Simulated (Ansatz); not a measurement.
# TiSi16: the cost of one run

Program: Ansatz 0.2.0. Level of theory: DFT PBE, plane waves, PAW, scalar-relativistic, no spin polarisation. These are calculated values, not measurements.

### Step 1. The structure to begin with

The cell holds 17 atoms (Si16Ti): a = 7.679 Å, b = 7.679 Å, c = 7.679 Å, α = 60.00°, β = 60.00°, γ = 60.00°.

Its coordinates follow in the input file.

### Step 2. Relaxing end A

The input, input.yaml:

```yaml
crystal:
  lattice:
    - [0.0, 5.43, 5.43]
    - [5.43, 0.0, 5.43]
    - [5.43, 5.43, 0.0]
  atoms:
    - { symbol: Si, position: [0.0, 0.0, 0.0] }
    - { symbol: Si, position: [0.125, 0.125, 0.125] }
    - { symbol: Si, position: [0.0, 0.0, 0.5] }
    - { symbol: Si, position: [0.125, 0.125, 0.625] }
    - { symbol: Si, position: [0.0, 0.5, 0.0] }
    - { symbol: Si, position: [0.125, 0.625, 0.125] }
    - { symbol: Si, position: [0.0, 0.5, 0.5] }
    - { symbol: Si, position: [0.125, 0.625, 0.625] }
    - { symbol: Si, position: [0.5, 0.0, 0.0] }
    - { symbol: Si, position: [0.625, 0.125, 0.125] }
    - { symbol: Si, position: [0.5, 0.0, 0.5] }
    - { symbol: Si, position: [0.625, 0.125, 0.625] }
    - { symbol: Si, position: [0.5, 0.5, 0.0] }
    - { symbol: Si, position: [0.625, 0.625, 0.125] }
    - { symbol: Si, position: [0.5, 0.5, 0.5] }
    - { symbol: Si, position: [0.625, 0.625, 0.625] }
    - { symbol: Ti, position: [0.2654982, 0.2405558, 0.2508662] }
basis:
  ecutwfc: 420.0
kpoints:
  mp_grid: { grid: [2, 2, 2] }
hamiltonian:
  xc: pbe
  pseudopotentials: { kind: paw, azcp: { folder: soft_1 } }
scf:
  occupations: { method: gaussian, width: 0.02 }
  lower_state_search: "off"
relax:
  f_tol: 0.03
  max_steps: 60
  adjacent_minimum: "off"
output:
  write_density: true
  write_potential: true
  elf: true
  volumetric_format: npy
```

On the command line:

```console
ansatz run input.yaml --threads 1 --pin off --max-ram 3072MiB --backend cpu --events-out ev --progress --plain --runs-dir out
```

**Question.** How long does this run take on 1 thread of Arm Neoverse V1, shared host, and how much memory does it need?

About 83 s, with a peak of 0.56 GiB.
